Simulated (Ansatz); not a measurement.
# Ca3InAs3: further runs on the relaxed cell

An exercise on one series of results from a longer session: the logs are not shown, and one member is left open.

Method: DFT PBE and PBEsol (the runs whose input is shown use PBEsol), scalar-relativistic, plane waves, PAW, in Ansatz 0.2.0.

## Starting point

It takes space group Pnma (No. 62, orthorhombic). Conventional cell: a = 12.393 Å, b = 4.292 Å, c = 13.875 Å, α = 90.00°, β = 90.00°, γ = 90.00°. Ca (site symmetry m) is surrounded by 6 As at 3.01 to 3.35 Å. Ca (site symmetry m) is surrounded by 5 As at 2.92 to 3.12 Å and 2 In at 3.30 Å. Around Ca (site symmetry m) lie 5 As at 3.00 to 3.11 Å. In (site symmetry m) has 4 As at 2.68 to 2.73 Å as nearest neighbours. As (site symmetry m) is surrounded by 2 In at 2.68 Å and 4 Ca at 2.92 to 3.15 Å. As (site symmetry m) is surrounded by 1 In at 2.73 Å and 6 Ca at 3.01 to 3.12 Å. As (site symmetry m) has 1 In at 2.72 Å and 6 Ca at 2.99 to 3.35 Å as nearest neighbours.

As a file:

```
Ca In As
1.0
    12.39330    0.00000    0.00000
     0.00000    4.29177    0.00000
     0.00000    0.00000   13.87475
Ca In As
12 4 12
Direct
  0.34524 0.75000 0.50591
  0.26919 0.75000 0.78753
  0.84524 0.75000 0.99409
  0.15476 0.25000 0.00591
  0.65476 0.25000 0.49409
  0.93894 0.25000 0.39487
  0.43894 0.25000 0.10513
  0.06106 0.75000 0.60513
  0.73081 0.25000 0.21247
  0.23081 0.25000 0.28753
  0.56106 0.75000 0.89487
  0.76919 0.75000 0.71247
  0.94589 0.25000 0.79990
  0.55411 0.75000 0.29990
  0.05411 0.75000 0.20010
  0.44589 0.25000 0.70010
  0.44864 0.25000 0.36790
  0.05136 0.75000 0.86790
  0.74127 0.25000 0.87370
  0.75873 0.75000 0.37370
  0.89175 0.25000 0.61009
  0.39175 0.25000 0.88991
  0.24127 0.25000 0.62630
  0.10825 0.75000 0.38991
  0.25873 0.75000 0.12630
  0.94864 0.25000 0.13210
  0.60825 0.75000 0.11009
  0.55136 0.75000 0.63210
```

It is the result of an earlier relaxation at this level (volume 26.36 Å³/atom; gap on the mesh: 0.68 eV).

Set-up of the first run:

File input.yaml:

```yaml
crystal:
  lattice:
    - [12.3933009051, 0.0, 0.0]
    - [0.0, 4.2917670573, 0.0]
    - [0.0, 0.0, 13.8747474948]
  atoms:
    - { symbol: Ca, position: [0.3452407897, 0.75, 0.5059100706] }
    - { symbol: Ca, position: [0.269193936, 0.75, 0.7875287273] }
    - { symbol: Ca, position: [0.8452407897, 0.75, 0.9940899294] }
    - { symbol: Ca, position: [0.1547592103, 0.25, 0.0059100706] }
    - { symbol: Ca, position: [0.6547592103, 0.25, 0.4940899294] }
    - { symbol: Ca, position: [0.9389350345, 0.25, 0.3948660003] }
    - { symbol: Ca, position: [0.4389350345, 0.25, 0.1051339997] }
    - { symbol: Ca, position: [0.0610649655, 0.75, 0.6051339997] }
    - { symbol: Ca, position: [0.730806064, 0.25, 0.2124712727] }
    - { symbol: Ca, position: [0.230806064, 0.25, 0.2875287273] }
    - { symbol: Ca, position: [0.5610649655, 0.75, 0.8948660003] }
    - { symbol: Ca, position: [0.769193936, 0.75, 0.7124712727] }
    - { symbol: In, position: [0.9458875197, 0.25, 0.799900816] }
    - { symbol: In, position: [0.5541124803, 0.75, 0.299900816] }
    - { symbol: In, position: [0.0541124803, 0.75, 0.200099184] }
    - { symbol: In, position: [0.4458875197, 0.25, 0.700099184] }
    - { symbol: As, position: [0.4486381319, 0.25, 0.367896684] }
    - { symbol: As, position: [0.0513618681, 0.75, 0.867896684] }
    - { symbol: As, position: [0.741269754, 0.25, 0.8736975294] }
    - { symbol: As, position: [0.758730246, 0.75, 0.3736975294] }
    - { symbol: As, position: [0.8917497125, 0.25, 0.6100935965] }
    - { symbol: As, position: [0.3917497125, 0.25, 0.8899064035] }
    - { symbol: As, position: [0.241269754, 0.25, 0.6263024706] }
    - { symbol: As, position: [0.1082502875, 0.75, 0.3899064035] }
    - { symbol: As, position: [0.258730246, 0.75, 0.1263024706] }
    - { symbol: As, position: [0.9486381319, 0.25, 0.132103316] }
    - { symbol: As, position: [0.6082502875, 0.75, 0.1100935965] }
    - { symbol: As, position: [0.5513618681, 0.75, 0.632103316] }
basis:
  ecutwfc: 420
kpoints:
  mp_grid: { grid: [4, 6, 2] }
hamiltonian:
  xc: pbesol
scf:
  occupations: { method: gaussian, width: 0.02 }
output:
  forces: true
  stress: true
  eigenvalues: true
relax:
  adjacent_minimum: "off"
  f_tol: 0.005
  max_steps: 50
  cell: { stress_tol: 0.05 }
```

Started as:

```sh
ansatz run input.yaml --threads 8 --pin off --max-ram 22528MiB --backend cpu --events-out ev --progress --plain --runs-dir out
```

Among the steps run: The cell under PBEsol; Relaxing with PBE+D3(BJ); The cell under LDA; The cell under r2SCAN.

One table of the session follows, with a row left open; its other results are not shown here.

It belongs to the step «Relaxed cells side by side». 

| functional | a (Å) | b (Å) | c (Å) | volume (Å³/atom) | gap on the mesh (eV) |
| --- | --- | --- | --- | --- | --- |
| PBE | 12.393 | 4.292 | 13.875 | 26.36 | 0.68 |
| PBEsol | ? | ? | ? | ? | ? |
| PBE+D3(BJ) | 12.190 | 4.244 | 13.552 | 25.04 | 0.70 |
| LDA | 12.058 | 4.192 | 13.387 | 24.16 | 0.59 |
| r2SCAN | 12.336 | 4.267 | 13.800 | 25.94 | 1.13 |

Estimate the missing values for PBEsol.

The run gave: a (Å): 12.221; b (Å): 4.241; c (Å): 13.584; volume (Å³/atom): 25.14; gap on the mesh (eV): 0.66. In the column «a (Å)» it lies between PBE+D3(BJ) (12.190) and r2SCAN (12.336).
